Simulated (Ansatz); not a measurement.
# H7OPSn (built from SMILES P.[OH][SnH3]): a barrier at many levels of theory

How high is the barrier of this step (Sn1–P7 formed, O2–H6 formed, Sn1–O2 broken, H6–P7 broken), and how far do cheaper methods land from CCSD(T)?

The runs use Ansatz 0.2.0, Gaussian basis; single points in def2-TZVPP on PBE0-D4/def2-TZVP structures.

Levels: SPW92, PBE-D4, BLYP-D4, r2SCAN-D4, B97M-V, PBE0-D4, B3LYP-D4, r2SCAN0-D4, BHLYP-D4, CAM-B3LYP-D4, wB97X-V, wB97M-V, B2PLYP, PBE-QIDH, RPA on PBE, Hartree-Fock, MP2, CCSD, CCSD(T). The reference is CCSD(T) at the basis limit, from triple and quadruple zeta. Zero-point energies come from PBE0-D4 vibrations.

Correlated methods freeze the cores. Filled d shells of the heavier atoms are correlated. Core potentials replace the inner electrons past krypton, and spin-orbit coupling is left out. B3LYP uses VWN-RPA correlation. B2PLYP carries no dispersion term here.

81 further runs of the same task are left out: 1 that didn't finish, 80 set aside as unsound or not needed.

## (1) Start, saddle and end, as given

Charge 0, multiplicity 1. The folders r, ts and p hold the start, the saddle and the end; their coordinates stand in the first inputs.

| pair | r (Å) | ts (Å) | p (Å) |
| --- | --- | --- | --- |
| Sn1–P7 | 3.660 | 3.044 | 2.503 |
| O2–H6 | 3.044 | 1.145 | 0.960 |
| Sn1–O2 | 1.978 | 2.128 | 3.157 |
| H6–P7 | 1.415 | 1.859 | 3.595 |

## (2) SPW92/def2-TZVPP

Input file r/in.yaml:

```yaml
crystal:
  periodic: [false, false, false]
  atoms:
    - {symbol: Sn, position_ang: [-0.822830, 1.438630, -0.665966]}
    - {symbol: O, position_ang: [0.666942, 1.062153, 0.580228]}
    - {symbol: H, position_ang: [-0.494836, 0.682046, -2.157831]}
    - {symbol: H, position_ang: [-0.859606, 3.142654, -0.844610]}
    - {symbol: H, position_ang: [-2.217230, 0.845202, 0.099398]}
    - {symbol: H, position_ang: [0.408092, -1.753180, 1.708732]}
    - {symbol: P, position_ang: [0.205517, -1.932668, 0.319629]}
    - {symbol: H, position_ang: [1.346300, 1.739168, 0.555664]}
    - {symbol: H, position_ang: [0.183055, -3.351700, 0.400396]}
    - {symbol: H, position_ang: [1.584495, -1.872306, 0.004360]}
basis:
  gaussian: {orbitals: def2-TZVPP}
hamiltonian: {xc: lda}
```

Input file ts/in.yaml:

```yaml
crystal:
  periodic: [false, false, false]
  atoms:
    - {symbol: Sn, position_ang: [-0.784020, 0.997946, -0.647379]}
    - {symbol: O, position_ang: [0.522551, 0.786861, 1.019589]}
    - {symbol: H, position_ang: [-0.135450, 0.494222, -2.133571]}
    - {symbol: H, position_ang: [-0.661875, 2.711201, -0.554377]}
    - {symbol: H, position_ang: [-2.338060, 0.497700, -0.205427]}
    - {symbol: H, position_ang: [0.554575, -0.329610, 0.767638]}
    - {symbol: P, position_ang: [-0.014244, -1.889265, -0.068822]}
    - {symbol: H, position_ang: [1.381360, 1.230263, 0.992993]}
    - {symbol: H, position_ang: [0.126140, -2.409131, 1.246680]}
    - {symbol: H, position_ang: [1.348923, -2.090187, -0.417324]}
basis:
  gaussian: {orbitals: def2-TZVPP}
hamiltonian: {xc: lda}
```

Input file p/in.yaml:

```yaml
crystal:
  periodic: [false, false, false]
  atoms:
    - {symbol: Sn, position_ang: [-0.713085, 0.387460, -0.964395]}
    - {symbol: O, position_ang: [0.830316, 0.663398, 1.776297]}
    - {symbol: H, position_ang: [-1.558889, 0.192523, -2.445252]}
    - {symbol: H, position_ang: [0.634819, 1.394949, -1.252479]}
    - {symbol: H, position_ang: [-1.779204, 1.157953, 0.126375]}
    - {symbol: H, position_ang: [0.240039, 0.571128, 2.528197]}
    - {symbol: P, position_ang: [-0.075521, -1.869901, -0.091490]}
    - {symbol: H, position_ang: [1.188158, 1.552336, 1.838218]}
    - {symbol: H, position_ang: [1.311326, -1.579351, -0.135512]}
    - {symbol: H, position_ang: [-0.078062, -2.470493, -1.379959]}
basis:
  gaussian: {orbitals: def2-TZVPP}
hamiltonian: {xc: lda}
```

The same command starts each run, in its folder.

Command:

```
> ansatz run in.yaml --threads 4 --pin off --events-out ev --progress --plain --max-ram 9574MiB
```

The runs that follow: PBE-D4/def2-TZVPP; BLYP-D4/def2-TZVPP; r2SCAN-D4/def2-TZVPP; B97M-V/def2-TZVPP; PBE0-D4/def2-TZVPP; B3LYP-D4/def2-TZVPP; r2SCAN0-D4/def2-TZVPP; BHLYP-D4/def2-TZVPP; CAM-B3LYP-D4/def2-TZVPP; wB97X-V/def2-TZVPP; wB97M-V/def2-TZVPP; B2PLYP/def2-TZVPP; PBE-QIDH/def2-TZVPP; RPA on PBE/def2-TZVPP; CCSD(T)/def2-TZVPP; MP2/def2-QZVPP; SPW92/def2-SVP; PBE-D4/def2-SVP; PBE0-D4/def2-SVP; wB97M-V/def2-SVP; CCSD(T)/def2-SVP; Vibrations of the start structure; Vibrations of the end structure.

What does the calculation give? Wanted: barrier, CCSD(T)/CBS; reverse barrier, CCSD(T)/CBS; step energy, CCSD(T)/CBS; barrier with zero-point energy; step energy with zero-point energy; imaginary mode at the saddle; largest T1 diagnostic.

As calculated:

| quantity | value |
| --- | --- |
| barrier, CCSD(T)/CBS | 136.3 kJ/mol |
| reverse barrier, CCSD(T)/CBS | 161.1 kJ/mol |
| step energy, CCSD(T)/CBS | -24.8 kJ/mol |
| barrier with zero-point energy | 131.4 kJ/mol |
| step energy with zero-point energy | -19.0 kJ/mol |
| imaginary mode at the saddle | 854i cm⁻¹ |
| largest T1 diagnostic | 0.014 |

Among the functionals wB97M-V lands nearest to CCSD(T)/CBS (-0.5 kJ/mol) and SPW92 farthest (-62.1 kJ/mol). Mean unsigned error by rung: LDA 62.1, GGA 25.2, meta-GGA 12.5, hybrid 12.2, range-separated hybrid 4.0, double hybrid 3.8 kJ/mol. PBE-D4 gives a barrier 35.3 kJ/mol too low, outside chemical accuracy (1 kcal/mol, 4.2 kJ/mol). Every functional without exact exchange puts the barrier too low, the usual mark of self-interaction error, which favours the spread-out density of a saddle. The barrier rises with the share of exact exchange, from BLYP-D4 through B3LYP-D4 to BHLYP-D4 (-15.1, -3.8, +15.5 kJ/mol). Hartree-Fock, with no correlation, is off by +61.9 kJ/mol. Zero-point motion lowers the barrier by 4.9 kJ/mol.
